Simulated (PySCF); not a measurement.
# C3H5BOSe: the cost of one run

Programs: PySCF 2.14.0, with routines of our own; each step states its level. All values are computed. Atoms count from 0.

## (1) The starting structure

11 atoms, charge 0, multiplicity 1; geometry from: GFN2-xTB.

## (2) Optimising the geometry at PBE0-D3(BJ)/def2-SVP

The job: settings as JSON, then the geometry in Å.

```
{"job": {"xc": "PBE0", "basis": "def2-SVP", "d3": "d3bj", "grid": 1, "maxiter": 30, "shake": 0.01, "kind": "geom"}, "charge": 0, "multiplicity": 1}
B      0.194010     1.249380    -0.381220
C      1.296270     0.344740     0.160070
C      1.172460    -0.984750     0.154880
Se    -0.382070    -1.883960    -0.279350
C     -1.580050    -0.315430     0.037690
O     -1.104170     0.878060    -0.490900
H      0.398590     2.337730    -0.822730
H      2.278400     0.769080     0.434400
H      2.004730    -1.653800     0.411420
H     -1.681570    -0.223780     1.148550
H     -2.558480    -0.543100    -0.388470
```

The run is started by

```
> OMP_NUM_THREADS=1 python heavy_run.py task.json out
```

The driver reads the jobs from task.json and runs them one after another.

Q: Estimate the wall time and peak memory of this first job on 1 thread of Arm Neoverse V1, shared host.

About 52 s, with a peak of 0.54 GiB.
